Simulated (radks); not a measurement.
# Cd⁴²⁺ in [He] 2s2 2p2: an all-electron calculation

What are the levels of the cadmium ion Cd42+, how large are its shells, and how does its energy divide?

Program: radks (a radial shooting solver on a logarithmic mesh, Libxc functionals) version 1. Level of theory: scalar-relativistic Kohn-Sham, SCAN, spin-polarised, spherical densities, finite nucleus; open shells are filled with parallel spins first. These are calculated values, not measurements, unless marked.

### 1 The atom as given

- element: cadmium (Z = 48)
- charge: +42
- electrons: 6
- configuration: [He] 2s2 2p2
- nuclear rms radius: 4.6087 fm

Outer shells as boxes (Hund's rule):

Cd⁴²⁺
```
[He] core
2s [↑↓]
2p [↑ ][↑ ][  ]
```

### 2 Self-consistent calculation

Input:

```text
Z 48
configuration [He] 2s2 2p2
relativity scalar-relativistic
functional scan,scan
spin polarised
nucleus finite rms 4.6087 fm
c 137.035999084
```

Started as:

```bash
$ python run_ks.py task.json out
```

The same process makes all the runs of this session.

**Question.** What will this run give?

The runs gave:

| quantity | value |
| --- | --- |
| total energy | -3405.33168 hartree |
| exchange-correlation share of it | 1.59 % |
| −T/E | 1.0573 |
| highest occupied level | 2p up, -6673.1 eV |
| most extended occupied level | 2s down, <r> = 0.126 bohr |
| radius at density 0.001 e/bohr³ | 0.448 bohr |
| maxima of the radial density | 2 |
| ionisation energy, NIST | 6869 (semi-emp.) eV |

**Reading.** The radial density shows 2 maxima for 2 occupied principal shells. −T/E is 1.057: with relativity the kinetic term as defined here no longer equals −E. Minus the highest eigenvalue, 6673.1 eV, is 97 % of the tabulated ionisation energy (6869 eV). Open shells are spherical and high-spin; term and fine-structure splittings are not resolved.
